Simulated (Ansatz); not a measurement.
## F2GeHS, SMILES [F][Ge]([F])[SH]: an atomisation energy, step by step

With the Ansatz DFT code, driven from Python.

Contents of `f2gehs.xyz`:
```text
5

F     0.24100    0.06610    1.90800
Ge   -0.04610   -0.80850    0.41610
F     1.48240   -1.11640   -0.34510
S    -1.23980    0.37120   -0.98510
H    -0.38760    1.41390   -1.03540
```

At the Python prompt:
```pycon
>>> from collections import Counter
>>> import ansatz as az
>>> BASIS = "cc-pVDZ"
>>> XC = "CAM-B3LYP"
>>> def total_energy(molecule, charge=0, unpaired=0):
...     calc = molecule.calculation().basis(gaussian=BASIS).functional(XC)
...     if charge:
...         calc = calc.charge(charge)
...     if unpaired:
...         calc = calc.spin("collinear", total=unpaired)
...     report = calc.run(threads=1).report
...     if report["published_state_doubts"]:
...         print("  doubts:", report["published_state_doubts"])
...     return report["free_energy_ev"]
...
>>> mol = az.Crystal.molecule_from_extxyz("f2gehs.xyz")
>>> # unpaired electrons of the ground-state atoms
>>> unpaired = {"F": 1, "Ge": 2, "S": 2, "H": 1}
>>> counts = Counter(site.symbol for site in mol.cartesian_sites)
>>> atom_energy = {s: total_energy(az.Crystal.molecule().atom(s, (0, 0, 0)), 0, unpaired[s]) for s in counts}
>>> whole = total_energy(mol, 0, 1)
>>> for s, e in atom_energy.items():
...     print(f"{s:2s} x{counts[s]}  {e:14.5f} eV")
...
F  x2     -2713.04305 eV
Ge x1    -56518.32195 eV
S  x1    -10833.37542 eV
H  x1       -13.54839 eV
>>> print(f"F2GeHS: {whole:.5f} eV")
F2GeHS: -72806.67466 eV
>>> split = sum(counts[s] * e for s, e in atom_energy.items()) - whole
>>> print(f"atomisation energy (no zero-point term): {96.485332 * split:.1f} kJ/mol, {split / sum(counts.values()):.3f} eV an atom")
atomisation energy (no zero-point term): 1480.4 kJ/mol, 3.069 eV an atom
```

1480.4 kJ/mol from the electronic energies, without the zero-point term.

Total energies depend on the basis set; only differences at equal settings carry meaning. The geometry is a force-field or estimated start, not a minimum of this method, and the basis set is short of its limit. All parts are taken at fixed geometry, without zero-point energy. The run takes the species as open-shell (spin multiplicity 2), which needn't be its ground state. For Al to Cl the sets with a tight d function, cc-pV(X+d)Z, are usual. Wall time of the script: 6.8 s on 1 thread of Arm Neoverse V2, with other jobs on the host, peak memory 0.32 GiB.
